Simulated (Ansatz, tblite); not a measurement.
# The cluster Al₆Ir+: one state, many levels

One table from this session's results is given with a row withheld; the runs are named, their logs left out.

Computed with Ansatz 0.2.0, Gaussian basis. Level: as each input shows.

Levels to be run: GFN2-xTB, PBE-D4/def2-TZVP, r2SCAN-D4/def2-TZVP, r2SCANh-D4/def2-TZVP, LDA/def2-TZVP, HSE06-D4/def2-TZVP, PBE-D4/def2-SVP, PBE0-D4/def2-SVP, CCSD(T)/def2-SVP, MP2/def2-TZVP.

2 further runs of the same task are left out: 2 set aside as unsound or not needed. Runs told in other sessions of the task aren't counted.

## The relaxed structure

The singlet was relaxed beforehand with PBE-D4/def2-SVP. At that level it is the lowest of the isomers that a small search found.

7 atoms, charge 1, spin multiplicity 1.

Bond lengths: Ir1–Al2 2.376 Å, Ir1–Al3 2.416 Å, Ir1–Al4 2.569 Å, Ir1–Al6 2.499 Å, Ir1–Al7 2.395 Å, Al3–Al4 2.835 Å, Al4–Al5 2.701 Å, Al4–Al6 2.659 Å, Al5–Al6 2.613 Å. Angles: Al2–Ir1–Al3 133.1°, Al2–Ir1–Al4 108.2°, Al2–Ir1–Al6 81.1°, Al2–Ir1–Al7 76.3°, Al3–Ir1–Al4 69.2°, Al3–Ir1–Al6 128.8°, Al3–Ir1–Al7 139.9°, Al4–Ir1–Al6 63.3°, Al4–Ir1–Al7 135.2°, Al6–Ir1–Al7 74.1°, Ir1–Al3–Al4 57.9°, Ir1–Al4–Al3 52.8°, Ir1–Al4–Al5 89.6°, Ir1–Al4–Al6 57.1°, Al3–Al4–Al5 132.2°, Al3–Al4–Al6 107.6°, Al5–Al4–Al6 58.3°, Al4–Al5–Al6 60.0° and more.

Ir takes a core potential in the def2 sets. No spin-orbit coupling is included. The ion is computed in the gas phase, without counter-ions or solvent.

PBE0-D4/def2-TZVP was run before; its log isn't repeated, and its numbers join the tables.

The first run:

Tight binding, by tblite at 300 K electronic temperature and without a spin-polarisation term:

```python
tblite.interface.Calculator('GFN2-xTB', numbers, positions, charge=1, uhf=0).singlepoint()
```

start.molden holds the orbitals of an earlier run on this state, given as this run's starting guess.

Contents of in.yaml:

```yaml
crystal:
  periodic: [false, false, false]
  atoms:
    - {symbol: Ir, position_ang: [1.074528, 0.849001, 1.209789]}
    - {symbol: Al, position_ang: [2.732133, -0.817943, 1.555295]}
    - {symbol: Al, position_ang: [1.185168, 3.233128, 0.834758]}
    - {symbol: Al, position_ang: [0.981819, 1.381221, -1.301760]}
    - {symbol: Al, position_ang: [2.265833, -0.938445, -1.819764]}
    - {symbol: Al, position_ang: [0.152913, -0.930646, -0.283212]}
    - {symbol: Al, position_ang: [-0.001294, -0.730116, 2.654393]}
basis:
  gaussian: {orbitals: def2-TZVP, initial_orbitals: start.molden}
total_charge: 1
hamiltonian: {xc: pbe, dispersion: d4}
scf: {omitted_lower_state_checks: [starts]}
output: {forces: true, orbitals: {seedname: orbitals}}
```

Command:

```
> ansatz run in.yaml --threads 4 --pin off --events-out ev --progress --plain --max-ram 4787MiB
```

Steps of the session up to this table: PBE-D4/def2-TZVP; r2SCAN-D4/def2-TZVP; r2SCANh-D4/def2-TZVP; LDA/def2-TZVP; HSE06-D4/def2-TZVP; PBE-D4/def2-SVP; PBE0-D4/def2-SVP; CCSD(T)/def2-SVP; MP2/def2-TZVP.

One of the session's tables, all rows but one given; the rest of the session is left out.

```
               level  HOMO (eV)  LUMO (eV)  gap (eV)
       LDA/def2-TZVP      -8.31      -7.70      0.61
     PBE-D4/def2-SVP      -8.31      -7.64      0.66
    PBE-D4/def2-TZVP      -8.21      -7.58      0.63
 r2SCAN-D4/def2-TZVP      -8.34      -7.62      0.72
r2SCANh-D4/def2-TZVP      -8.55      -7.39      1.16
    PBE0-D4/def2-SVP      -8.90      -7.10      1.80
   PBE0-D4/def2-TZVP      -8.81      -7.03      1.79
  HSE06-D4/def2-TZVP          ?          ?         ?
```

**Question.** Estimate the row for HSE06-D4/def2-TZVP.

As computed: HOMO (eV): -8.47; LUMO (eV): -7.37; gap (eV): 1.10. In the column «HOMO (eV)» it lies between r2SCANh-D4/def2-TZVP (-8.55) and r2SCAN-D4/def2-TZVP (-8.34).
